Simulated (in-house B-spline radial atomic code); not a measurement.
# Eu¹⁹⁺: Hartree-Fock with and without relativity

Wanted: relativistic shifts in Eu¹⁹⁺, shell by shell.

Program: in-house B-spline radial atomic code version 1. Level of theory: Hartree-Fock averaged over the configuration, non-relativistic (point nucleus) and Dirac-Coulomb (finite nucleus); spherical all-electron atom at the radial basis limit. These are calculated values, not measurements, unless marked.

## Step 1: What is computed

| Property | Result |
| --- | --- |
| element | europium (Z = 63) |
| charge | +19 |
| electrons | 44 |
| configuration | [Kr] 4d8 |
| nucleus | point (non-relativistic run); Fermi, rms radius 5.112 fm (Dirac runs) |

The outer shells:

[Kr] 4d8
```
[Kr] core
4d [↑↓][↑↓][↑↓][↑ ][↑ ]
```

The boxes draw the filling by Hund's rule, which heavy ions in jj coupling don't follow; these runs average over all states of the configuration.

## Step 2: Non-relativistic run

Input settings:

```ini
Z = 63
electrons = 44.0
configuration = [Kr] 4d8
hamiltonian = nr
method = hf
spin_polarised = False
```

## Step 3: Dirac-Coulomb run

Input settings:

```ini
Z = 63
electrons = 44.0
configuration = [Kr] 4d8
hamiltonian = dirac
method = hf
spin_polarised = False
nucleus = fermi
rms_radius = 5.1115
mass_number = 153
atomic_mass = 152.921236789
speed_of_light = 137.035999084
```

## Step 4: Dirac-Coulomb run in the lowest jj configuration, 1s2 2s2 2p6 3s2 3p6 3d10 4s2 4p6 4d-4 4d+4

In configurations, a minus sign after the shell means j = l − 1/2 and a plus sign j = l + 1/2; the count of electrons follows.

Settings: those of step 3 with these lines changed.

```diff
@@ -2,3 +2,3 @@
 electrons = 44.0
-configuration = [Kr] 4d8
+configuration = 1s2 2s2 2p6 3s2 3p6 3d10 4s2 4p6 4d-4 4d+4
 hamiltonian = dirac
```

Q: How much does each shell's level and mean radius change with the Dirac Hamiltonian, and the total energy?

The runs gave:

Levels and radii; the Dirac values are averaged over j with the occupations as weights.

| shell | ε non-rel. (eV) | ε Dirac (eV) | <r> non-rel. (bohr) | <r> Dirac (bohr) | change of <r> (%) |
| --- | --- | --- | --- | --- | --- |
| 1s | -46498.4 | -49295.5 | 0.02408 | 0.02231 | -7.33 |
| 2s | -7904.65 | -8623.05 | 0.1025 | 0.09451 | -7.83 |
| 2p | -7524.59 | -7753.05 | 0.08712 | 0.08362 | -4.01 |
| 3s | -2159.84 | -2328.97 | 0.2636 | 0.2477 | -6.04 |
| 3p | -1990.27 | -2049.72 | 0.2536 | 0.2459 | -3.03 |
| 3d | -1678.66 | -1665.12 | 0.2257 | 0.2248 | -0.40 |
| 4s | -794.56 | -839.84 | 0.5702 | 0.5432 | -4.73 |
| 4p | -723.21 | -739.13 | 0.5777 | 0.5649 | -2.22 |
| 4d | -598.77 | -596.29 | 0.5890 | 0.5888 | -0.03 |

The total energy moves by -423.49 hartree, or -4.1 %, between the two Hamiltonians (nuclear size included). First-order perturbation theory (mass-velocity plus Darwin) gives -374.56 hartree, which is 88 % of the full shift. 2s shrinks most on the average over j, by -7.83 %. Spin-orbit coupling splits the 4d level by 6.626 eV and the 2p level by 649.66 eV. The lowest jj configuration lies 5.267 eV below the average over the whole configuration. Breit terms add 9.66 hartree and QED terms 6.48 hartree.
